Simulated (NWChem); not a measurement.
**C7H16 (SMILES CCCC(C)(C)C): levels of theory compared**

We compute a comparison of 6 runs (HF/STO-3G, HF/3-21G, HF/6-31G, HF/6-31G*, HF/6-31G**, HF/6-311G**) of C7H16. 

Program for the calculation: NWChem 7.3.0.

## (1) The molecule

The species is C7H16 (23 atoms), meant as a singlet with charge 0. SMILES: `CCCC(C)(C)C`. Geometry: relaxed at PBE0-D4/def2-TZVP. This is a higher conformer, about 10 kJ/mol above the lowest found by a separate search.

Some bond lengths: C1–C2 1.521 Å, C2–C3 1.526 Å, C3–C4 1.541 Å, C4–C5 1.525 Å, C4–C6 1.529 Å, C4–C7 1.528 Å, C1–H8 1.093 Å, C1–H9 1.094 Å, C1–H10 1.091 Å, C2–H11 1.096 Å, C2–H12 1.095 Å, C3–H13 1.097 Å, C3–H14 1.098 Å, C5–H15 1.093 Å, C5–H16 1.094 Å, C5–H17 1.094 Å. Some angles: C1–C2–C3 116.9°, C2–C3–C4 119.5°, C3–C4–C5 111.0°, C3–C4–C6 107.4°, C3–C4–C7 112.0°, C5–C4–C6 108.9°, C5–C4–C7 109.7°, C6–C4–C7 107.8°, C1–C2–H11 108.3°, C1–C2–H12 109.4°.

## (2) Energy and one-electron properties at HF/STO-3G (run 1)

calc.nw

```
echo
start calc
title "C7H16 hf"
memory total 2200 mb
geometry units angstrom noautosym nocenter noautoz
C      1.915800    -1.580200     0.301900
C      0.510900    -1.791600    -0.241100
C     -0.160300    -0.592900    -0.906000
C     -0.524700     0.639700    -0.056100
C     -1.167800     0.224500     1.263300
C     -1.530700     1.465100    -0.858000
C      0.690700     1.524600     0.219400
H      2.373700    -2.536600     0.566200
H      2.560200    -1.097500    -0.438400
H      1.925000    -0.961400     1.200700
H      0.549600    -2.588000    -0.992400
H     -0.133300    -2.177200     0.556100
H     -1.090900    -0.960500    -1.354800
H      0.460400    -0.255400    -1.746000
H     -0.464500    -0.308400     1.907800
H     -2.030200    -0.427400     1.095100
H     -1.516900     1.103600     1.812400
H     -2.451500     0.901900    -1.034000
H     -1.793700     2.385000    -0.328000
H     -1.118400     1.746000    -1.831700
H      0.386200     2.432400     0.748700
H      1.169000     1.830500    -0.715500
H      1.441500     1.024000     0.830400
end
basis spherical bse
* library STO-3G
end
scf
singlet
rhf
thresh 1e-08
maxiter 80
noprint "final vectors analysis"
end
property
dipole
quadrupole
mulliken
end
task scf property
```

The run is started by

```
$ nwchem calc.nw > calc.out
```

The program printed:

```text
[...]
  functions       =    51
[...]
  wavefunction    = RHF
[...]
         Total SCF energy =   -271.194373700252
      One-electron energy =  -1042.122974505219
      Two-electron energy =    430.232801828883
 Nuclear repulsion energy =    340.695798976084
        Time for solution =      9.1s
[...]
   Dipole moment        0.0697560587 Debye(s)
             DMX       -0.0208177972 DMXEFC        0.0000000000
             DMY       -0.0587916239 DMYEFC        0.0000000000
             DMZ       -0.0312421511 DMZEFC        0.0000000000
   -EFC- dipole         0.0000000000 DEBYE(S)
   Total dipole         0.0697560587 DEBYE(S)
[...]
```

It took 10 s on 1 thread of AMD EPYC 9R45 (Zen 5), shared host; peak memory 0.099 GiB.

Atomic charges (e):

| atom | Mulliken |
| --- | --- |
| C1 | -0.175 |
| C2 | -0.096 |
| C3 | -0.098 |
| C4 | +0.051 |
| C5 | -0.175 |
| C6 | -0.171 |
| C7 | -0.176 |
| H8 | +0.056 |
| H9 | +0.055 |
| H10 | +0.055 |
| H11 | +0.052 |
| H12 | +0.052 |
| H13 | +0.048 |
| H14 | +0.046 |
| H15 | +0.054 |
| H16 | +0.052 |
| H17 | +0.053 |
| H18 | +0.052 |
| H19 | +0.052 |
| H20 | +0.052 |
| H21 | +0.052 |
| H22 | +0.052 |
| H23 | +0.056 |

## (3) The charge distribution at HF/3-21G (run 2)

nw.nw

```
start nw
title "C7H16 hf"
memory 2200 mb
charge 0

geometry units angstrom noautosym nocenter noautoz
 C      1.915800    -1.580200     0.301900
 C      0.510900    -1.791600    -0.241100
 C     -0.160300    -0.592900    -0.906000
 C     -0.524700     0.639700    -0.056100
 C     -1.167800     0.224500     1.263300
 C     -1.530700     1.465100    -0.858000
 C      0.690700     1.524600     0.219400
 H      2.373700    -2.536600     0.566200
 H      2.560200    -1.097500    -0.438400
 H      1.925000    -0.961400     1.200700
 H      0.549600    -2.588000    -0.992400
 H     -0.133300    -2.177200     0.556100
 H     -1.090900    -0.960500    -1.354800
 H      0.460400    -0.255400    -1.746000
 H     -0.464500    -0.308400     1.907800
 H     -2.030200    -0.427400     1.095100
 H     -1.516900     1.103600     1.812400
 H     -2.451500     0.901900    -1.034000
 H     -1.793700     2.385000    -0.328000
 H     -1.118400     1.746000    -1.831700
 H      0.386200     2.432400     0.748700
 H      1.169000     1.830500    -0.715500
 H      1.441500     1.024000     0.830400
end

basis spherical bse
 C library 3-21G
 H library 3-21G
end

scf
 thresh 1e-08
 maxiter 80
 noprint "final vectors analysis"
end

property
 dipole
 quadrupole
 mulliken
end

task scf property
```

The run is started by

```
$ nwchem nw.nw > nw.out
```

The program printed:

```text
[...]
  functions       =    95
[...]
  wavefunction    = RHF
[...]
         Total SCF energy =   -272.883636914522
      One-electron energy =  -1042.338022139541
      Two-electron energy =    428.758586248935
 Nuclear repulsion energy =    340.695798976084
        Time for solution =     10.6s
[...]
   Dipole moment        0.0980343006 Debye(s)
             DMX       -0.0175024617 DMXEFC        0.0000000000
             DMY       -0.0946306079 DMYEFC        0.0000000000
             DMZ       -0.0186932063 DMZEFC        0.0000000000
   -EFC- dipole         0.0000000000 DEBYE(S)
   Total dipole         0.0980343006 DEBYE(S)
[...]
```

Run time: 11 s. Hardware: 1 thread of AMD EPYC 9R45 (Zen 5), shared host; peak memory 0.099 GiB.

Atomic charges (e):

| atom | Mulliken |
| --- | --- |
| C1 | -0.584 |
| C2 | -0.429 |
| C3 | -0.327 |
| C4 | -0.272 |
| C5 | -0.515 |
| C6 | -0.502 |
| C7 | -0.516 |
| H8 | +0.198 |
| H9 | +0.195 |
| H10 | +0.199 |
| H11 | +0.206 |
| H12 | +0.206 |
| H13 | +0.201 |
| H14 | +0.196 |
| H15 | +0.197 |
| H16 | +0.191 |
| H17 | +0.194 |
| H18 | +0.191 |
| H19 | +0.191 |
| H20 | +0.193 |
| H21 | +0.191 |
| H22 | +0.190 |
| H23 | +0.205 |

Run 3 isn't shown in full; the table further down has it.

## (4) The charge distribution at HF/6-31G(d) (spherical functions) (run 4)

job.nw

```
start job
memory 2200 mb

geometry noautosym nocenter noautoz
   C     1.915800   -1.580200    0.301900
   C     0.510900   -1.791600   -0.241100
   C    -0.160300   -0.592900   -0.906000
   C    -0.524700    0.639700   -0.056100
   C    -1.167800    0.224500    1.263300
   C    -1.530700    1.465100   -0.858000
   C     0.690700    1.524600    0.219400
   H     2.373700   -2.536600    0.566200
   H     2.560200   -1.097500   -0.438400
   H     1.925000   -0.961400    1.200700
   H     0.549600   -2.588000   -0.992400
   H    -0.133300   -2.177200    0.556100
   H    -1.090900   -0.960500   -1.354800
   H     0.460400   -0.255400   -1.746000
   H    -0.464500   -0.308400    1.907800
   H    -2.030200   -0.427400    1.095100
   H    -1.516900    1.103600    1.812400
   H    -2.451500    0.901900   -1.034000
   H    -1.793700    2.385000   -0.328000
   H    -1.118400    1.746000   -1.831700
   H     0.386200    2.432400    0.748700
   H     1.169000    1.830500   -0.715500
   H     1.441500    1.024000    0.830400
end

basis spherical bse
   C library 6-31G*
   H library 6-31G*
end

scf
   thresh 1e-08
   maxiter 80
   noprint "final vectors analysis"
end

property
   dipole
   quadrupole
   mulliken
end

task scf property
```

The run is started by

```
$ nwchem job.nw > job.out
```

The program printed:

```text
[...]
  functions       =   130
[...]
  wavefunction    = RHF
[...]
         Total SCF energy =   -274.390819079896
      One-electron energy =  -1044.563184336145
      Two-electron energy =    429.476566280165
 Nuclear repulsion energy =    340.695798976084
        Time for solution =     39.2s
[...]
   Dipole moment        0.1137040197 Debye(s)
             DMX       -0.0167278215 DMXEFC        0.0000000000
             DMY       -0.1107114133 DMYEFC        0.0000000000
             DMZ       -0.0197931066 DMZEFC        0.0000000000
   -EFC- dipole         0.0000000000 DEBYE(S)
   Total dipole         0.1137040197 DEBYE(S)
[...]
```

Run time: 41 s. Hardware: 1 thread of AMD EPYC 9R45 (Zen 5), shared host; peak memory 0.1 GiB.

Atomic charges (e):

| atom | Mulliken |
| --- | --- |
| C1 | -0.493 |
| C2 | -0.315 |
| C3 | -0.300 |
| C4 | -0.029 |
| C5 | -0.480 |
| C6 | -0.474 |
| C7 | -0.476 |
| H8 | +0.164 |
| H9 | +0.160 |
| H10 | +0.162 |
| H11 | +0.161 |
| H12 | +0.162 |
| H13 | +0.157 |
| H14 | +0.154 |
| H15 | +0.164 |
| H16 | +0.159 |
| H17 | +0.161 |
| H18 | +0.160 |
| H19 | +0.160 |
| H20 | +0.160 |
| H21 | +0.158 |
| H22 | +0.158 |
| H23 | +0.168 |

Run 5 isn't shown in full; the table further down has it.

## (5) Energy and one-electron properties at HF/6-311G(d,p) (run 6)

c7h16.nw

```
start c7h16
title "C7H16 hf"
memory stack 880 mb heap 220 mb global 1100 mb
charge 0
geometry noautosym nocenter noautoz
C     1.915800   -1.580200    0.301900
C     0.510900   -1.791600   -0.241100
C    -0.160300   -0.592900   -0.906000
C    -0.524700    0.639700   -0.056100
C    -1.167800    0.224500    1.263300
C    -1.530700    1.465100   -0.858000
C     0.690700    1.524600    0.219400
H     2.373700   -2.536600    0.566200
H     2.560200   -1.097500   -0.438400
H     1.925000   -0.961400    1.200700
H     0.549600   -2.588000   -0.992400
H    -0.133300   -2.177200    0.556100
H    -1.090900   -0.960500   -1.354800
H     0.460400   -0.255400   -1.746000
H    -0.464500   -0.308400    1.907800
H    -2.030200   -0.427400    1.095100
H    -1.516900    1.103600    1.812400
H    -2.451500    0.901900   -1.034000
H    -1.793700    2.385000   -0.328000
H    -1.118400    1.746000   -1.831700
H     0.386200    2.432400    0.748700
H     1.169000    1.830500   -0.715500
H     1.441500    1.024000    0.830400
end
basis spherical bse
C library 6-311G**
H library 6-311G**
end
scf
thresh 1e-08
maxiter 80
noprint "final vectors analysis"
end
property
dipole
quadrupole
mulliken
end
task scf property
```

The run is started by

```
$ nwchem c7h16.nw > c7h16.out
```

The program printed:

```text
[...]
  functions       =   222
[...]
  wavefunction    = RHF
[...]
         Total SCF energy =   -274.461801868478
      One-electron energy =  -1044.638033338311
      Two-electron energy =    429.480432493749
 Nuclear repulsion energy =    340.695798976084
        Time for solution =    132.5s
[...]
   Dipole moment        0.1228074598 Debye(s)
             DMX       -0.0105469812 DMXEFC        0.0000000000
             DMY       -0.1218428949 DMYEFC        0.0000000000
             DMZ       -0.0111688106 DMZEFC        0.0000000000
   -EFC- dipole         0.0000000000 DEBYE(S)
   Total dipole         0.1228074598 DEBYE(S)
[...]
```

It took 2.2 min on 1 thread of AMD EPYC 9R45 (Zen 5), shared host; peak memory 0.11 GiB.

Atomic charges (e):

| atom | Mulliken |
| --- | --- |
| C1 | -0.235 |
| C2 | -0.196 |
| C3 | -0.134 |
| C4 | -0.302 |
| C5 | -0.192 |
| C6 | -0.189 |
| C7 | -0.183 |
| H8 | +0.091 |
| H9 | +0.086 |
| H10 | +0.087 |
| H11 | +0.090 |
| H12 | +0.090 |
| H13 | +0.091 |
| H14 | +0.089 |
| H15 | +0.093 |
| H16 | +0.090 |
| H17 | +0.091 |
| H18 | +0.088 |
| H19 | +0.088 |
| H20 | +0.089 |
| H21 | +0.088 |
| H22 | +0.088 |
| H23 | +0.092 |

## (6) The series

| run | level | energy (Eh) | dipole moment (D) | wall time |
| --- | --- | --- | --- | --- |
| 1 | HF/STO-3G | -271.194374 | 0.07 | 10 s |
| 2 | HF/3-21G | -272.883637 | 0.10 | 11 s |
| 3 | HF/6-31G | -274.280102 | 0.11 | 21 s |
| 4 | HF/6-31G* (spherical functions) | -274.390819 | 0.11 | 41 s |
| 5 | HF/6-31G** (spherical functions) | -274.416752 | 0.11 | 64 s |
| 6 | HF/6-311G** | -274.461802 | 0.12 | 2.2 min |

## (7) Summary of results

| quantity | value |
| --- | --- |
| run 6: total energy | -274.46180 Eh |
| run 6: dipole moment | 0.12 D |

**Reading.** The dipole moment (its size) runs from 0.07 D (HF/STO-3G) to 0.12 D (HF/6-311G**). In run 1 the basis is minimal, so the values are rough. All runs together took 4.7 min, the longest 2.2 min.
